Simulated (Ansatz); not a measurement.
# C₂H₅GaS: a short trajectory

What does C₂H₅GaS do in its first 25 fs with a Nosé-Hoover thermostat, with the temperature set to 500 K?

Computed with Ansatz 0.2.0, Gaussian basis. Level: revPBE/6-31G*.

### Step 1. The geometry

An earlier PBE0-D4 in a triple-zeta def2 set relaxation fixed the geometry.

SMILES `[CH3][Ga]1[CH2][S]1`, 9 atoms, charge 0, spin multiplicity 1.

Atoms are counted from 1 here; the program's logs count them from 0.

Bond lengths: C1–Ga2 1.935 Å, C1–H5 1.091 Å, C1–H6 1.089 Å, C1–H7 1.091 Å, Ga2–C3 1.932 Å, Ga2–S4 2.176 Å, C3–S4 1.887 Å, C3–H8 1.086 Å, C3–H9 1.086 Å. Angles: Ga2–C1–H5 109.1°, Ga2–C1–H6 111.5°, Ga2–C1–H7 109.1°, H5–C1–H6 109.4°, H5–C1–H7 108.2°, H6–C1–H7 109.5°, C1–Ga2–C3 163.4°, C1–Ga2–S4 142.3°, C3–Ga2–S4 54.3°, Ga2–C3–S4 69.4°, Ga2–C3–H8 120.6°, Ga2–C3–H9 120.7°, S4–C3–H8 112.8°, S4–C3–H9 112.8°, H8–C3–H9 112.4°, Ga2–S4–C3 56.2°.

### Step 2. Dynamics

Input file in.yaml:

```yaml
crystal:
  periodic: [false, false, false]
  atoms:
    - {symbol: C, position_ang: [-0.786556, 1.664263, 0.305287]}
    - {symbol: Ga, position_ang: [-0.082547, -0.111648, -0.003308]}
    - {symbol: C, position_ang: [1.101038, -1.600678, -0.340568]}
    - {symbol: S, position_ang: [-0.681846, -2.196319, -0.171801]}
    - {symbol: H, position_ang: [-1.269810, 1.690832, 1.283218]}
    - {symbol: H, position_ang: [-0.000437, 2.417298, 0.269583]}
    - {symbol: H, position_ang: [-1.538264, 1.887333, -0.453333]}
    - {symbol: H, position_ang: [1.509708, -1.769293, -1.332616]}
    - {symbol: H, position_ang: [1.748715, -1.981788, 0.443548]}
basis:
  gaussian: {orbitals: "6-31G*"}
hamiltonian: {xc: {name: revPBE}}
md: {timestep: 0.5 fs, n_steps: 50, ensemble: nvt_nose_hoover, temperature: 500, initial_velocities: maxwell_boltzmann, seed: 422}
```

The run is started by

```bash
> ansatz run in.yaml --threads 2 --pin off --events-out ev --progress --plain --max-ram 4352MiB
```

What it wrote:

```text
Functional definition: revPBE
  name "revPBE"
  cite "Zhang & Yang, Phys. Rev. Lett. 80, 890 (1998) doi:10.1103/PhysRevLett.80.890"
  cite "Perdew, Burke & Ernzerhof, Phys. Rev. Lett. 77, 3865 (1996) doi:10.1103/PhysRevLett.77.3865"
  parameter kappa = 1.245
  parameter beta = 0.06672455060314922
  exchange = pbe_x(kappa = kappa, mu = beta*pi^2/3)
  correlation = pbe_c(beta = beta)
1156 factors; their error is unknown
mean field evaluation 1: about -65342.6529 eV, gradient 7.3e1 eV
mean field evaluation 2: about -65322.4882 eV, gradient 1.1e2 eV
mean field evaluation 4: about -65354.3371 eV, gradient 9.6e0 eV
mean field evaluation 8: about -65354.5719 eV, gradient 1.1e-1 eV
mean field evaluation 16: about -65354.5203 eV, gradient 2.2e-4 eV
mean field -65354.52026100 eV, -2401.7343207069 hartree, gradient 6.0e-5 eV, S^2 0.000000; 0 other end points of the search recorded, 0 dependent functions left out
the calculation of the forces begins
reference -65354.52031334 eV, -2401.7343226304 hartree; 32, 32 occupied and 62, 62 virtual orbitals, 1156 factors
md step     0: t =     0.00 fs  T =   500.0 K  F+E_penalty+E_count = -65354.52026100 eV  E_kin = 0.452410 eV  conserved = -65354.06785101 eV  (27 SCF iters)
these checks for a lower state are left out or cut short: starts, cluster_reference, orbital_swaps, neighbouring_geometries, increment
1156 factors; their error is unknown
mean field -65354.49680540 eV, -2401.7334587295 hartree, gradient 1.3e-5 eV, S^2 0.000000; 0 other end points of the search recorded, 0 dependent functions left out
the calculation of the forces begins
reference -65354.49685782 eV, -2401.7334606560 hartree; 32, 32 occupied and 62, 62 virtual orbitals, 1156 factors
md step     1: t =     0.50 fs  T =   474.3 K  F+E_penalty+E_count = -65354.49680540 eV  E_kin = 0.429185 eV  conserved = -65354.06762019 eV  (31 SCF iters)
these checks for a lower state are left out or cut short: starts, cluster_reference, orbital_swaps, neighbouring_geometries, increment
1156 factors; their error is unknown
mean field evaluation 32: about -65354.4476 eV, gradient 1.3e-5 eV
mean field -65354.44763736 eV, -2401.7316518375 hartree, gradient 1.3e-5 eV, S^2 0.000000; 0 other end points of the search recorded, 0 dependent functions left out
the calculation of the forces begins
reference -65354.44768987 eV, -2401.7316537670 hartree; 32, 32 occupied and 62, 62 virtual orbitals, 1156 factors
md step     2: t =     1.00 fs  T =   421.0 K  F+E_penalty+E_count = -65354.44763736 eV  E_kin = 0.380936 eV  conserved = -65354.06670274 eV  (31 SCF iters)
[... from here on, the SCF cycles and remarks between the steps are left out ...]
md step     3: t =     1.50 fs  T =   356.2 K  F+E_penalty+E_count = -65354.38772132 eV  E_kin = 0.322293 eV  conserved = -65354.06543357 eV  (31 SCF iters)
md step     4: t =     2.00 fs  T =   301.1 K  F+E_penalty+E_count = -65354.33691550 eV  E_kin = 0.272464 eV  conserved = -65354.06446411 eV  (31 SCF iters)
md step     5: t =     2.50 fs  T =   271.7 K  F+E_penalty+E_count = -65354.31017386 eV  E_kin = 0.245861 eV  conserved = -65354.06433723 eV  (31 SCF iters)
md step     6: t =     3.00 fs  T =   270.3 K  F+E_penalty+E_count = -65354.30958936 eV  E_kin = 0.244596 eV  conserved = -65354.06503458 eV  (32 SCF iters)
md step     7: t =     3.50 fs  T =   285.8 K  F+E_penalty+E_count = -65354.32459406 eV  E_kin = 0.258638 eV  conserved = -65354.06602009 eV  (32 SCF iters)
md step     8: t =     4.00 fs  T =   301.8 K  F+E_penalty+E_count = -65354.33972037 eV  E_kin = 0.273087 eV  conserved = -65354.06672719 eV  (31 SCF iters)
md step     9: t =     4.50 fs  T =   305.4 K  F+E_penalty+E_count = -65354.34314658 eV  E_kin = 0.276349 eV  conserved = -65354.06692687 eV  (31 SCF iters)
md step    10: t =     5.00 fs  T =   291.8 K  F+E_penalty+E_count = -65354.33057308 eV  E_kin = 0.264031 eV  conserved = -65354.06671232 eV  (31 SCF iters)
md step    11: t =     5.50 fs  T =   263.3 K  F+E_penalty+E_count = -65354.30427400 eV  E_kin = 0.238196 eV  conserved = -65354.06629208 eV  (31 SCF iters)
md step    12: t =     6.00 fs  T =   226.1 K  F+E_penalty+E_count = -65354.27015993 eV  E_kin = 0.204588 eV  conserved = -65354.06582916 eV  (31 SCF iters)
md step    13: t =     6.50 fs  T =   188.1 K  F+E_penalty+E_count = -65354.23527294 eV  E_kin = 0.170176 eV  conserved = -65354.06539593 eV  (32 SCF iters)
md step    14: t =     7.00 fs  T =   156.8 K  F+E_penalty+E_count = -65354.20650895 eV  E_kin = 0.141839 eV  conserved = -65354.06500873 eV  (31 SCF iters)
md step    15: t =     7.50 fs  T =   139.1 K  F+E_penalty+E_count = -65354.19015071 eV  E_kin = 0.125840 eV  conserved = -65354.06468853 eV  (32 SCF iters)
md step    16: t =     8.00 fs  T =   140.7 K  F+E_penalty+E_count = -65354.19135961 eV  E_kin = 0.127274 eV  conserved = -65354.06450399 eV  (32 SCF iters)
md step    17: t =     8.50 fs  T =   164.6 K  F+E_penalty+E_count = -65354.21302087 eV  E_kin = 0.148924 eV  conserved = -65354.06456547 eV  (28 SCF iters)
md step    18: t =     9.00 fs  T =   209.6 K  F+E_penalty+E_count = -65354.25407260 eV  E_kin = 0.189646 eV  conserved = -65354.06496170 eV  (33 SCF iters)
md step    19: t =     9.50 fs  T =   268.8 K  F+E_penalty+E_count = -65354.30825769 eV  E_kin = 0.243205 eV  conserved = -65354.06568029 eV  (33 SCF iters)
md step    20: t =    10.00 fs  T =   330.1 K  F+E_penalty+E_count = -65354.36446547 eV  E_kin = 0.298647 eV  conserved = -65354.06656729 eV  (31 SCF iters)
md step    21: t =    10.50 fs  T =   378.8 K  F+E_penalty+E_count = -65354.40924184 eV  E_kin = 0.342789 eV  conserved = -65354.06735016 eV  (31 SCF iters)
md step    22: t =    11.00 fs  T =   402.8 K  F+E_penalty+E_count = -65354.43109239 eV  E_kin = 0.364452 eV  conserved = -65354.06770692 eV  (32 SCF iters)
md step    23: t =    11.50 fs  T =   397.1 K  F+E_penalty+E_count = -65354.42541948 eV  E_kin = 0.359276 eV  conserved = -65354.06738542 eV  (31 SCF iters)
md step    24: t =    12.00 fs  T =   368.2 K  F+E_penalty+E_count = -65354.39813844 eV  E_kin = 0.333162 eV  conserved = -65354.06639099 eV  (32 SCF iters)
md step    25: t =    12.50 fs  T =   333.3 K  F+E_penalty+E_count = -65354.36517058 eV  E_kin = 0.301601 eV  conserved = -65354.06514626 eV  (31 SCF iters)
md step    26: t =    13.00 fs  T =   312.9 K  F+E_penalty+E_count = -65354.34575679 eV  E_kin = 0.283125 eV  conserved = -65354.06436359 eV  (31 SCF iters)
md step    27: t =    13.50 fs  T =   319.6 K  F+E_penalty+E_count = -65354.35185000 eV  E_kin = 0.289206 eV  conserved = -65354.06453170 eV  (31 SCF iters)
md step    28: t =    14.00 fs  T =   351.0 K  F+E_penalty+E_count = -65354.38099367 eV  E_kin = 0.317572 eV  conserved = -65354.06548123 eV  (31 SCF iters)
md step    29: t =    14.50 fs  T =   391.7 K  F+E_penalty+E_count = -65354.41870112 eV  E_kin = 0.354393 eV  conserved = -65354.06656251 eV  (31 SCF iters)
md step    30: t =    15.00 fs  T =   423.5 K  F+E_penalty+E_count = -65354.44789724 eV  E_kin = 0.383157 eV  conserved = -65354.06721351 eV  (31 SCF iters)
md step    31: t =    15.50 fs  T =   434.2 K  F+E_penalty+E_count = -65354.45747939 eV  E_kin = 0.392905 eV  conserved = -65354.06728058 eV  (31 SCF iters)
md step    32: t =    16.00 fs  T =   421.3 K  F+E_penalty+E_count = -65354.44513910 eV  E_kin = 0.381158 eV  conserved = -65354.06692195 eV  (31 SCF iters)
md step    33: t =    16.50 fs  T =   389.3 K  F+E_penalty+E_count = -65354.41541934 eV  E_kin = 0.352213 eV  conserved = -65354.06637338 eV  (31 SCF iters)
md step    34: t =    17.00 fs  T =   346.9 K  F+E_penalty+E_count = -65354.37629161 eV  E_kin = 0.313864 eV  conserved = -65354.06580330 eV  (31 SCF iters)
md step    35: t =    17.50 fs  T =   303.7 K  F+E_penalty+E_count = -65354.33648044 eV  E_kin = 0.274751 eV  conserved = -65354.06529466 eV  (30 SCF iters)
md step    36: t =    18.00 fs  T =   268.4 K  F+E_penalty+E_count = -65354.30398692 eV  E_kin = 0.242837 eV  conserved = -65354.06488702 eV  (31 SCF iters)
md step    37: t =    18.50 fs  T =   248.2 K  F+E_penalty+E_count = -65354.28527322 eV  E_kin = 0.224545 eV  conserved = -65354.06462519 eV  (31 SCF iters)
md step    38: t =    19.00 fs  T =   247.5 K  F+E_penalty+E_count = -65354.28443630 eV  E_kin = 0.223916 eV  conserved = -65354.06457755 eV  (32 SCF iters)
md step    39: t =    19.50 fs  T =   267.0 K  F+E_penalty+E_count = -65354.30212792 eV  E_kin = 0.241547 eV  conserved = -65354.06480992 eV  (32 SCF iters)
md step    40: t =    20.00 fs  T =   302.5 K  F+E_penalty+E_count = -65354.33459706 eV  E_kin = 0.273685 eV  conserved = -65354.06533766 eV  (32 SCF iters)
md step    41: t =    20.50 fs  T =   345.0 K  F+E_penalty+E_count = -65354.37358113 eV  E_kin = 0.312153 eV  conserved = -65354.06608324 eV  (32 SCF iters)
md step    42: t =    21.00 fs  T =   382.0 K  F+E_penalty+E_count = -65354.40763768 eV  E_kin = 0.345684 eV  conserved = -65354.06687178 eV  (31 SCF iters)
md step    43: t =    21.50 fs  T =   400.9 K  F+E_penalty+E_count = -65354.42498315 eV  E_kin = 0.362734 eV  conserved = -65354.06745432 eV  (32 SCF iters)
md step    44: t =    22.00 fs  T =   392.7 K  F+E_penalty+E_count = -65354.41741840 eV  E_kin = 0.355359 eV  conserved = -65354.06756032 eV  (32 SCF iters)
md step    45: t =    22.50 fs  T =   357.2 K  F+E_penalty+E_count = -65354.38442671 eV  E_kin = 0.323205 eV  conserved = -65354.06700586 eV  (32 SCF iters)
md step    46: t =    23.00 fs  T =   304.9 K  F+E_penalty+E_count = -65354.33567273 eV  E_kin = 0.275836 eV  conserved = -65354.06587550 eV  (32 SCF iters)
md step    47: t =    23.50 fs  T =   255.1 K  F+E_penalty+E_count = -65354.28923636 eV  E_kin = 0.230840 eV  conserved = -65354.06465537 eV  (32 SCF iters)
md step    48: t =    24.00 fs  T =   228.1 K  F+E_penalty+E_count = -65354.26401042 eV  E_kin = 0.206423 eV  conserved = -65354.06404260 eV  (33 SCF iters)
md step    49: t =    24.50 fs  T =   233.9 K  F+E_penalty+E_count = -65354.26937144 eV  E_kin = 0.211602 eV  conserved = -65354.06441748 eV  (32 SCF iters)
these checks for a lower state are left out or cut short: starts, cluster_reference, orbital_swaps, neighbouring_geometries, increment
1156 factors; their error is unknown
mean field -65354.29966068 eV, -2401.7262137947 hartree, gradient 1.5e-5 eV, S^2 0.000000; 0 other end points of the search recorded, 0 dependent functions left out
the calculation of the forces begins
reference -65354.29971278 eV, -2401.7262157091 hartree; 32, 32 occupied and 62, 62 virtual orbitals, 1156 factors
1156 factors; their error is unknown
mean field evaluation 416: about -65354.3492 eV, gradient 1.0e0 eV
mean field -65354.29966068 eV, -2401.7262137947 hartree, gradient 1.6e-5 eV, S^2 0.000000; 1 other end points of the search recorded, 0 dependent functions left out
the calculation of the forces begins
reference -65354.29971278 eV, -2401.7262157091 hartree; 32, 32 occupied and 62, 62 virtual orbitals, 1156 factors
md step    50: t =    25.00 fs  T =   266.4 K  F+E_penalty+E_count = -65354.29966068 eV  E_kin = 0.241028 eV  conserved = -65354.06549618 eV  (29 SCF iters)
Total energy: -65354.29971278 eV, -2401.7262157091 hartree
Atom 0 at    -0.773959     1.732303     0.194755 Å, force     2.425492     0.847319     0.606879 eV/Å
Atom 1 at    -0.089241    -0.114011     0.056989 Å, force     0.449035    -0.182097    -0.244168 eV/Å
Atom 2 at     1.167523    -1.589247    -0.440208 Å, force    -0.606172     0.424664     1.240601 eV/Å
Atom 3 at    -0.703839    -2.236777    -0.202425 Å, force     0.584535     0.231372    -0.396865 eV/Å
Atom 4 at    -1.158100     1.962147     1.187919 Å, force     0.049287     0.052116     0.468611 eV/Å
Atom 5 at    -0.026877     2.540298    -0.135153 Å, force    -0.497517    -1.112423     0.644116 eV/Å
Atom 6 at    -1.564503     1.841341    -0.468514 Å, force    -2.089181    -0.015788    -1.631001 eV/Å
Atom 7 at     1.631910    -1.560900    -1.429524 Å, force    -0.247480    -0.434250    -0.249432 eV/Å
Atom 8 at     1.787697    -2.035222     0.363287 Å, force    -0.068000     0.189086    -0.438740 eV/Å
Dipole moment:     0.157641     0.677812     0.080351 e Å
```

Run time: 93 s. Hardware: 2 threads of Arm Neoverse V1, shared host.

### Step 3. The trajectory

Every 4 steps, with energies from the start:

| time (fs) | T (K) | potential (meV) | conserved (meV) | C1–H7 (Å) |
| --- | --- | --- | --- | --- |
| 0.0 | 500 | 0.0 | 0.00 | 1.091 |
| 2.0 | 301 | 183.3 | 3.39 | 1.023 |
| 4.0 | 302 | 180.5 | 1.12 | 1.069 |
| 6.0 | 226 | 250.1 | 2.02 | 1.162 |
| 8.0 | 141 | 328.9 | 3.35 | 1.194 |
| 10.0 | 330 | 155.8 | 1.28 | 1.135 |
| 12.0 | 368 | 122.1 | 1.46 | 1.041 |
| 14.0 | 351 | 139.3 | 2.37 | 1.034 |
| 16.0 | 421 | 75.1 | 0.93 | 1.125 |
| 18.0 | 268 | 216.3 | 2.96 | 1.195 |
| 20.0 | 302 | 185.7 | 2.51 | 1.176 |
| 22.0 | 393 | 102.8 | 0.29 | 1.084 |
| 24.0 | 228 | 256.3 | 3.81 | 1.022 |

Positions (Å) and forces (eV/Å) at 25.0 fs:

```xyz
9

C    -0.774    1.732    0.195    2.425    0.847    0.607
Ga   -0.089   -0.114    0.057    0.449   -0.182   -0.244
C     1.168   -1.589   -0.440   -0.606    0.425    1.241
S    -0.704   -2.237   -0.202    0.585    0.231   -0.397
H    -1.158    1.962    1.188    0.049    0.052    0.469
H    -0.027    2.540   -0.135   -0.498   -1.112    0.644
H    -1.565    1.841   -0.469   -2.089   -0.016   -1.631
H     1.632   -1.561   -1.430   -0.247   -0.434   -0.249
H     1.788   -2.035    0.363   -0.068    0.189   -0.439
```

### Step 4. Summary of results

```
                              quantity                          value
                                length             50 steps of 0.5 fs
     temperature, first and last frame                     500, 266 K
              temperature, second half  mean 328 K, from 228 to 434 K
                swing of the potential                        330 meV
largest change of the conserved energy                       3.81 meV
                        range of C1–H7               1.021 to 1.200 Å
```

In words: From 500 K at the start the temperature swings between 139 and 500 K: with 9 atoms it has no steady value yet; starting near a minimum, about half of the kinetic energy flows into the potential. The conserved energy moves by 3.81 meV, 1.2 % of the potential's swing, so the step is short enough for this stretch. C1–H7 swings most, by 0.18 Å; no bond breaks. A run of 25 fs gives no averages.
